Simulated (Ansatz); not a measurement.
# Mg (hP4 type): how the settings move a single-point run

Question: which choices in the input matter for Mg (hP4 type)?

Computed with Ansatz 0.2.0 (reference: DFT, PBE, all-electron LAPW, scalar-relativistic, unless a step's input says otherwise).

**1. The system as given**

It takes space group P6_3/mmc (No. 194, hexagonal). Conventional cell: a = 4.541 Å, b = 4.541 Å, c = 5.797 Å, α = 90.00°, β = 90.00°, γ = 120.00°. Mg (site symmetry -3m) is surrounded by 8 Mg at 2.90 to 3.00 Å. Mg (site symmetry -6m2) is surrounded by 6 Mg at 3.00 Å.

Coordinates:

```
CELL_PARAMETERS angstrom
4.54055 0.00000 0.00000
-2.27028 3.93223 0.00000
0.00000 0.00000 5.79681
ATOMIC_POSITIONS crystal
Mg 0.00000 0.00000 0.00000
Mg 0.00000 0.00000 0.50000
Mg 0.33333 0.66667 0.25000
Mg 0.66667 0.33333 0.75000
```

**2. Reference**

The input, input.yaml:

```yaml
crystal:
  lattice:
    - [4.5405517165, 0.0, 0.0]
    - [-2.2702758583, 3.9322331337, 0.0]
    - [0.0, 0.0, 5.7968061987]
  atoms:
    - { symbol: Mg, position: [0.0, 0.0, 0.0] }
    - { symbol: Mg, position: [0.0, 0.0, 0.5] }
    - { symbol: Mg, position: [0.3333333333, 0.6666666667, 0.25] }
    - { symbol: Mg, position: [0.6666666667, 0.3333333333, 0.75] }
kpoints:
  mp_grid: { grid: [8, 8, 5] }
  band_path:
    path:
      - [0.0, 0.0, 0.0]
      - [0.5, 0.0, 0.0]
      - [0.3333333333, 0.3333333333, 0.0]
      - [0.0, 0.0, 0.0]
      - [0.0, 0.0, 0.5]
      - [0.5, 0.0, 0.5]
      - [0.3333333333, 0.3333333333, 0.5]
      - [0.0, 0.0, 0.5]
      - [0.5, 0.0, 0.5]
    npoints: 8
scf:
  occupations: { method: fermi_dirac, width: 0.05 }
hamiltonian:
  xc: pbe
  pseudopotentials: { kind: all_electron, lapw: { basis_error: 0.001 } }
output:
  forces: true
  stress: true
  eigenvalues: true
  populations: true
  dos: { projected: true, de: 0.2, e_range: [-14, 8] }
```

Launch:

```
> ansatz run input.yaml --threads 1 --pin off --max-ram 3072MiB --backend cpu --events-out ev --progress --plain --runs-dir out
```

**3. Changing settings: mp_grid.grid [3, 3, 2], occupations.width 0.15, n_extra_bands 8**

Edit input.yaml of step 2 so:

```diff
@@ -11,3 +11,3 @@
 kpoints:
-  mp_grid: { grid: [8, 8, 5] }
+  mp_grid: { grid: [3, 3, 2] }
   band_path:
@@ -25,3 +25,4 @@
 scf:
-  occupations: { method: fermi_dirac, width: 0.05 }
+  occupations: { method: fermi_dirac, width: 0.15 }
+  n_extra_bands: 8
 hamiltonian:
@@ -34,2 +35 @@
   populations: true
-  dos: { projected: true, de: 0.2, e_range: [-14, 8] }
```

Before running it: what results should come out? Wanted: for each run, ending; energy change; pressure; gap; force.

As calculated:

| run | ending | energy change | pressure (GPa) | gap (eV) | force (eV/Å) | cycles | time |
| --- | --- | --- | --- | --- | --- | --- | --- |
| reference | converged | 0 | 2.4 | 0.00 | 0.00 | 8 | 14 s |
| 1: mp_grid.grid [3, 3, 2], occupations.width 0.15, n_extra_bands 8 | converged | -128.0 meV/atom (σ→0) | 1.9 | 0.00 | 0.00 | 7 | 9.9 s |

Times don't compare one to one where runs were asked for different outputs or read a saved state (see the inputs); cycles may leave out searches for a lower state.

Residual by cycle in the longest SCF loop of each run; runs are numbered as in the table. The quantity is the density residual dr2, in eV.

| cycle | reference | run 1 |
| --- | --- | --- |
| 1 | 0.13 | 0.135 |
| 2 | 0.0676 | 0.0519 |
| 3 | 0.00694 | 0.00145 |
| 4 | 4.9e-4 | 1.4e-4 |
| 5 | 9.0e-5 | 1.2e-5 |
| 6 | 1.0e-5 | 3.9e-7 |
| 7 | 2.4e-7 | 1.1e-8 |
| 8 | 3.9e-8 | - |

Changing the k-point mesh, smearing and band count moves the energy by -128.0 meV/atom (σ→0 values), and the pressure goes from 2.4 to 1.9 GPa. More than one kind of setting changed, and this run alone doesn't tell their shares apart.
